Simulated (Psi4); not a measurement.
# GaH2OF (SMILES [OH][GaH][F]) at HF/cc-pVDZ

What is the vertical ionisation energy of GaH2OF at HF/cc-pVDZ? 

The calculation is run with Psi4 1.11.

2 further runs of the same task are left out: 2 set aside as unsound or not needed.

### 1 The molecule

GaH2OF: 5 atoms, total charge 0, spin state singlet. As SMILES, `[OH][GaH][F]`. Geometry: relaxed at PBE0-D4/def2-TZVP. This is one conformer, not always the lowest.

Bond lengths: O1–Ga2 1.771 Å, Ga2–F3 1.746 Å, O1–H4 0.959 Å, Ga2–H5 1.545 Å. Angles: O1–Ga2–F3 111.1°, O1–Ga2–H5 128.8°, F3–Ga2–H5 120.0°, Ga2–O1–H4 114.5°.

### 2 Energy and forces at HF/cc-pVDZ

fgah2o.dat

```
memory 2.2 GB

molecule geom {
  0 1
  O
  Ga 1 1.771341
  F 2 1.746178 1 111.14217
  H 1 0.959425 2 114.45664 3 -179.98694
  H 2 1.54499 3 120.04423 1 -179.99747
  units angstrom
  symmetry c1
  no_reorient
  no_com
}

set basis cc-pVDZ
set puream true
set e_convergence 1e-09
set d_convergence 1e-08
set scf_type pk

e, wfn = gradient("scf", return_wfn=True)
oeprop(wfn, "QUADRUPOLE", "MAYER_INDICES", "MULLIKEN_CHARGES", title="SCF")
print_variables()
```

The run is started by

```
$ psi4 -i fgah2o.dat -o fgah2o.out -n 1
```

fgah2o.out, cut to the lines that bear on the results:

```text
[...]
  Running in c1 symmetry.
[...]
  Nuclear repulsion =  198.339106468421306
[...]
  Multiplicity = 1
[...]
  Nalpha       = 25
  Nbeta        = 25
[...]
    Number of basis functions: 65
[...]
   @RHF iter   1: -2098.27622011176754   -4.64421e+00   1.47407e-02 ADIIS/DIIS
[...]
   @RHF iter  12: -2098.75290233908981   -4.54747e-12   2.99409e-09 DIIS
[...]
    Orbital Energies [Eh]
    ---------------------
    Doubly Occupied:
       1A   -378.908163     2A    -48.253012     3A    -42.584090
       4A    -42.580657     5A    -42.580244     6A    -26.237295
       7A    -20.558476     8A     -6.461648     9A     -4.557874
      10A     -4.552552    11A     -4.551339    12A     -1.517883
      13A     -1.336095    14A     -1.260642    15A     -1.258094
      16A     -1.257051    17A     -1.252612    18A     -1.231431
      19A     -0.688982    20A     -0.626136    21A     -0.590028
      22A     -0.586939    23A     -0.556293    24A     -0.498919
      25A     -0.480408
[...]
  @RHF Final Energy: -2098.75290233908981
   => Energetics <=
    Nuclear Repulsion Energy =            198.3391064684213063
    One-Electron Energy =               -3324.2502884697314585
    Two-Electron Energy =                1027.1582796622203659
    Total Energy =                      -2098.7529023390898146
[...]
  -Total Gradient:
     Atom            X                  Y                   Z
    ------   -----------------  -----------------  -----------------
       1       -0.000004700644    -0.018171656939     0.005138964479
       2       -0.000002247544     0.003124136266     0.000054255647
       3        0.000001384082     0.001481121916    -0.002034644800
       4        0.000004838125     0.014598228208    -0.002885305426
       5        0.000000725981    -0.001031829428    -0.000273269898
[...]
 Multipole Moments:
 ------------------------------------------------------------------------------------
     Multipole            Electronic (a.u.)      Nuclear  (a.u.)        Total (a.u.)
 ------------------------------------------------------------------------------------
 L = 1.  Multiply by 2.5417464519 to convert [e a0] to [Debye]
 Dipole X            :         -0.0001694            0.0002558            0.0000863
 Dipole Y            :         -0.4418928            1.9566879            1.5147950
 Dipole Z            :          2.6605793           -2.6581286            0.0024507
 Magnitude           :                                                    1.5147970
 L = 2.  Multiply by 1.3450342976 to convert [e a0^2] to [Debye ang]
 Quadrupole XX       :        -17.6306049            0.0000002          -17.6306047
 Quadrupole XY       :         -0.0008015            0.0011167            0.0003152
[...]
  Mulliken Charges: (a.u.)
   Center  Symbol    Alpha    Beta     Spin     Total
       1     O     4.28355  4.28355  0.00000 -0.56710
       2    GA    14.97109 14.97109  0.00000  1.05781
       3     F     4.76916  4.76916  0.00000 -0.53832
       4     H     0.40799  0.40799  0.00000  0.18403
       5     H     0.56821  0.56821  0.00000 -0.13642
   Total alpha = 25.00000, Total beta = 25.00000, Total charge = -0.00000
  Mayer Bond Indices:
[...]
```

Run time: 25 s. Hardware: 1 thread of Intel Xeon at 2.60GHz (Ice Lake), shared host; peak memory 0.42 GiB.

### 3 The doublet cation at the same level

run.py

```python
import psi4

psi4.set_memory('2200 MB')
psi4.set_num_threads(1)
psi4.core.set_output_file('psi4.out', False)

geom = psi4.geometry("""
1 2
O     -1.130400    -0.588700    -0.283800
Ga     0.383700     0.280500     0.015600
F      0.438300     1.777800    -0.881200
H     -1.210600    -1.420700     0.187200
H      1.569000    -0.122600     0.920900
symmetry c1
no_reorient
no_com
""")

psi4.set_options({
    'basis': 'cc-pVDZ',
    'reference': 'uhf',
    'puream': True,
    'e_convergence': 1e-09,
    'd_convergence': 1e-08,
    'scf_type': 'pk',
    'maxiter': 100,
})

e_tot = psi4.gradient("scf", molecule=geom)
print('gradient / Eh bohr^-1')
print(e_tot.np.round(6))
```

The run is started by

```
$ python run.py
```

psi4.out, cut to the lines that bear on the results:

```text
[...]
  Running in c1 symmetry.
[...]
  Nuclear repulsion =  198.339104248547613
[...]
  Multiplicity = 2
[...]
  Nalpha       = 25
  Nbeta        = 24
[...]
    Number of basis functions: 65
[...]
   @UHF iter   1: -2097.83513064820090   -4.20313e+00   1.59210e-02 DIIS/ADIIS
[...]
   @UHF iter  20: -2098.36715089200061   -1.50067e-11   7.11470e-09 DIIS
[...]
   @S^2 Observed:                7.556851814E-01
[...]
  @UHF Final Energy: -2098.36715089200061
   => Energetics <=
    Nuclear Repulsion Energy =            198.3391042485476135
    One-Electron Energy =               -3309.8907101286140460
    Two-Electron Energy =                1013.1844549880654540
    Total Energy =                      -2098.3671508920006090
  UHF NO Occupations:
  HONO-2 :   23  A 1.9993520
  HONO-1 :   24  A 1.9982263
[...]
 Multipole Moments:
 ------------------------------------------------------------------------------------
     Multipole            Electronic (a.u.)      Nuclear  (a.u.)        Total (a.u.)
 ------------------------------------------------------------------------------------
 L = 1.  Multiply by 2.5417464519 to convert [e a0] to [Debye]
 Dipole X            :        -14.2832133           13.5202345           -0.7629788
 Dipole Y            :        -36.7469446           34.8518410           -1.8951036
 Dipole Z            :         16.9776094          -16.2695971            0.7080123
 Magnitude           :                                                    2.1621368
[...]
  -Total Gradient:
     Atom            X                  Y                   Z
    ------   -----------------  -----------------  -----------------
       1        0.074844591584     0.037839639935     0.017978595353
       2       -0.109597880006    -0.083933472033    -0.008661445335
       3        0.011166477190     0.019370197056    -0.005815334064
       4        0.013715363981     0.018379356717    -0.003798097391
       5        0.009871447264     0.008344278299     0.000296281437
[...]
```

Standard output:

```text
gradient / Eh bohr^-1
[[ 0.074845  0.03784   0.017979]
 [-0.109598 -0.083933 -0.008661]
 [ 0.011166  0.01937  -0.005815]
 [ 0.013715  0.018379 -0.003798]
 [ 0.009871  0.008344  0.000296]]
```

It took 27 s on 1 thread of Intel Xeon at 2.60GHz (Ice Lake), shared host; peak memory 0.42 GiB.

### 4 What came out

Level: HF/cc-pVDZ.

| quantity | value |
| --- | --- |
| singlet GaH2OF: total energy | -2098.75290 Eh |
| singlet GaH2OF: dipole moment | 3.85 D |
| singlet GaH2OF: HOMO energy | -13.07 eV |
| singlet GaH2OF: LUMO energy | 1.87 eV |
| singlet GaH2OF: HOMO–LUMO gap | 14.94 eV |
| singlet GaH2OF: largest force on an atom | 0.971 eV/Å |
| doublet cation: total energy | -2098.36715 Eh |
| doublet cation: HOMO energy (highest over α and β) | -19.65 eV |
| doublet cation: LUMO energy (lowest over α and β) | -8.34 eV |
| doublet cation: ⟨S²⟩ | 0.756 |
| doublet cation: largest force on an atom | 7.113 eV/Å |
| vertical ionisation energy (to the doublet cation) | 10.497 eV |

What this shows: The vertical ionisation energy comes to 10.50 eV (1013 kJ/mol). The largest force (singlet GaH2OF) is 0.97 eV/Å: the shape isn't a stationary point for this species at this level. −ε(HOMO) before ionisation, 13.07 eV, is 2.58 eV above this ionisation energy. Mulliken charges (singlet GaH2OF) run from -0.57 on O1 to +1.06 on Ga2.
